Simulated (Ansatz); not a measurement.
# Li+ with C2H4: structure and interaction energy

One table from this session's results is given with a row withheld; the runs are named, their logs left out.

Program: Ansatz 0.2.0, Gaussian basis. Level of theory: PBE0-D4 structure, single points in def2-TZVPPD. These are calculated values, not measurements.

Levels: PBE-D4, revPBE-D4, BLYP-D4, r2SCAN-D4, B97M-V, PBE0-D4, B3LYP-D4, HSE06-D4, wB97X-V, wB97M-V, B2PLYP, Hartree-Fock, MP2, CCSD, CCSD(T). The reference is CCSD(T) extrapolated to the basis limit.

Cores are frozen in the correlated methods. The outer core shell of Li, Na, Mg and K is correlated. B3LYP uses VWN-RPA correlation. B2PLYP carries no dispersion term here.

164 further runs of the same task are left out: 1 that didn't finish, 163 set aside as unsound or not needed.

## Starting geometry

The pair, from a GFN2-xTB docking trial: 7 atoms, charge 1, spin multiplicity 1.

Atoms are counted from 1 here; the program's logs count them from 0.

Bond lengths: Li1–C2 2.369 Å, Li1–C3 2.362 Å, C2–C3 1.334 Å, C2–H4 1.085 Å, C2–H5 1.084 Å, C3–H6 1.086 Å, C3–H7 1.085 Å. Angles: C2–Li1–C3 32.8°, Li1–C2–C3 73.3°, Li1–C2–H4 106.1°, Li1–C2–H5 102.1°, C3–C2–H4 120.9°, C3–C2–H5 120.9°, H4–C2–H5 116.9°, Li1–C3–C2 73.9°, Li1–C3–H6 101.9°, Li1–C3–H7 105.8°, C2–C3–H6 120.9°, C2–C3–H7 120.9°, H6–C3–H7 116.9°.

Coordinates:

```
Li   -0.0016    0.0045   -2.0080
C     0.0901   -0.6620    0.2636
C    -0.0952    0.6591    0.2598
H    -0.7432   -1.3412    0.4110
H     1.0857   -1.0845    0.3362
H     0.7474    1.3404    0.3321
H    -1.0833    1.0837    0.4052
```

Atoms 1 to 1 are fragment A (Li+), the rest fragment B (C2H4).

The first run:

Input file pre/in.yaml:

```yaml
crystal:
  periodic: [false, false, false]
  atoms:
    - {symbol: Li, position_ang: [-0.001600, 0.004500, -2.008000]}
    - {symbol: C, position_ang: [0.090100, -0.662000, 0.263600]}
    - {symbol: C, position_ang: [-0.095200, 0.659100, 0.259800]}
    - {symbol: H, position_ang: [-0.743200, -1.341200, 0.411000]}
    - {symbol: H, position_ang: [1.085700, -1.084500, 0.336200]}
    - {symbol: H, position_ang: [0.747400, 1.340400, 0.332100]}
    - {symbol: H, position_ang: [-1.083300, 1.083700, 0.405200]}
basis:
  gaussian: {orbitals: def2-SVP}
total_charge: 1
hamiltonian: {xc: pbe, dispersion: d4}
relax: {f_tol: 0.03, max_steps: 250}
```

Started as:

```sh
$ ansatz run in.yaml --threads 2 --pin off --events-out ev --progress --plain --max-ram 5222MiB
```

Among the steps run: A first relaxation in a small basis; Relaxation at PBE0-D4; wB97X-V/def2-TZVPPD; wB97M-V/def2-TZVPPD; B2PLYP/def2-TZVPPD; B97M-V/def2-TZVPPD; CCSD(T)/def2-TZVPPD; MP2/def2-QZVPPD; Vibrations of the pair.

One table of the session follows, with a row left open; its other results are not shown here.

```
      method  interaction (kJ/mol)
      PBE-D4                -94.75
   revPBE-D4                -90.79
     BLYP-D4                -91.63
   r2SCAN-D4                -88.04
      B97M-V                -87.59
     PBE0-D4                -96.75
    B3LYP-D4                -94.47
    HSE06-D4                -96.77
     wB97X-V                -94.25
     wB97M-V                -94.29
      B2PLYP                -92.33
Hartree-Fock                -92.36
         MP2                -86.92
        CCSD                -87.48
     CCSD(T)                     ?
 CCSD(T)/CBS                -88.98
```

Q: Estimate the row for CCSD(T) from the others.

The run gave: interaction (kJ/mol): -86.52. In the column «interaction (kJ/mol)» it is the highest.
